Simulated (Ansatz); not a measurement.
**C2H7NSSi: up Jacob's ladder to CCSD(T)**

One table from this session's results is given with a row withheld; the runs are named, their logs left out.

The runs use Ansatz 0.2.0, Gaussian basis; functionals in def2-TZVPP, the program's frozen cores in correlated methods.

Levels to be run: LDA (SPW92), PBE-D4, revPBE-D4, BLYP-D4, r2SCAN-D4, B97M-V, PBE0-D4, B3LYP-D4, r2SCANh-D4, r2SCAN0-D4, HSE06-D4, BHLYP-D4, CAM-B3LYP-D4, LC-ωPBE, ωB97X-V, ωB97M-V, B2PLYP, PBE-QIDH; CCSD(T)/def2-SVP; CCSD(T)/def2-TZVPP; MP2/def2-QZVPP; extrapolation to the limit; RPA on PBE.

**The relaxed structure**

The geometry comes from an earlier relaxation with PBE0-D4 in a triple-zeta def2 set; it is a stationary point, not always the lowest conformer.

SMILES `N=C([SiH3])CS`, 12 atoms, charge 0, spin multiplicity 1.

Atoms are counted from 1 here; the program's logs count them from 0.

Bond lengths: N1–C2 1.266 Å, N1–H6 1.030 Å, C2–Si3 1.898 Å, C2–C4 1.516 Å, Si3–H7 1.489 Å, Si3–H8 1.489 Å, Si3–H9 1.479 Å, C4–S5 1.805 Å, C4–H10 1.093 Å, C4–H11 1.095 Å, S5–H12 1.343 Å. Angles: C2–N1–H6 109.9°, N1–C2–Si3 117.1°, N1–C2–C4 125.6°, Si3–C2–C4 117.3°, C2–Si3–H7 108.9°, C2–Si3–H8 109.1°, C2–Si3–H9 109.8°, H7–Si3–H8 107.5°, H7–Si3–H9 110.7°, H8–Si3–H9 110.7°, C2–C4–S5 116.1°, C2–C4–H10 110.0°, C2–C4–H11 108.9°, S5–C4–H10 109.9°, S5–C4–H11 105.5°, H10–C4–H11 105.8°, C4–S5–H12 96.8°.

The first run:

in.yaml

```yaml
crystal:
  periodic: [false, false, false]
  atoms:
    - {symbol: N, position_ang: [-1.316075, 0.345572, 1.005171]}
    - {symbol: C, position_ang: [-0.344536, -0.065453, 0.305110]}
    - {symbol: Si, position_ang: [0.663854, -1.518154, 0.994523]}
    - {symbol: C, position_ang: [0.080622, 0.501000, -1.034743]}
    - {symbol: S, position_ang: [-0.842643, 1.938269, -1.619100]}
    - {symbol: H, position_ang: [-1.786829, 1.127351, 0.527883]}
    - {symbol: H, position_ang: [2.069106, -1.073497, 1.205236]}
    - {symbol: H, position_ang: [0.687914, -2.616062, -0.010876]}
    - {symbol: H, position_ang: [0.067124, -1.984838, 2.264841]}
    - {symbol: H, position_ang: [1.150154, 0.726348, -1.023021]}
    - {symbol: H, position_ang: [-0.054565, -0.266637, -1.803652]}
    - {symbol: H, position_ang: [-0.297224, 2.830901, -0.777272]}
basis:
  gaussian: {orbitals: def2-TZVPP}
hamiltonian: {xc: lda}
output: {orbitals: {seedname: orbitals}}
```

Started as:

```sh
> ansatz run in.yaml --threads 4 --pin off --events-out ev --progress --plain --max-ram 10444MiB
```

Among the steps run: LDA; PBE-D4 (GGA); revPBE-D4 (GGA); BLYP-D4 (GGA); r2SCAN-D4 (meta-GGA); B97M-V (meta-GGA); PBE0-D4 (hybrid); B3LYP-D4 (hybrid); r2SCANh-D4 (hybrid); r2SCAN0-D4 (hybrid); HSE06-D4 (hybrid); BHLYP-D4 (hybrid); CAM-B3LYP-D4 (range-separated); LC-ωPBE (range-separated); ωB97X-V (range-separated); ωB97M-V (range-separated); B2PLYP (double hybrid); PBE-QIDH (double hybrid).

One of the session's tables, all rows but one given; the rest of the session is left out.

It belongs to the step «Frontier levels by functional». 

| functional | HOMO (eV) | gap (eV) |
| --- | --- | --- |
| LDA (SPW92) | -6.13 | 4.09 |
| PBE-D4 | -6.05 | 4.22 |
| revPBE-D4 | -6.00 | 4.26 |
| BLYP-D4 | -5.93 | 4.27 |
| r2SCAN-D4 | -6.35 | 4.70 |
| B97M-V | ? | ? |
| PBE0-D4 | -7.42 | 6.69 |
| B3LYP-D4 | -7.18 | 6.22 |
| r2SCANh-D4 | -6.86 | 5.62 |
| r2SCAN0-D4 | -7.59 | 6.94 |
| HSE06-D4 | -7.02 | 5.90 |
| BHLYP-D4 | -8.54 | 9.02 |
| CAM-B3LYP-D4 | -8.78 | 9.28 |
| LC-ωPBE | -10.17 | 11.84 |
| ωB97X-V | -9.82 | 11.41 |
| ωB97M-V | -9.66 | 11.14 |

Estimate the missing values for B97M-V.

**Answer.** HOMO (eV): -6.53; gap (eV): 4.92. In the column «HOMO (eV)» it lies between r2SCANh-D4 (-6.86) and r2SCAN-D4 (-6.35).
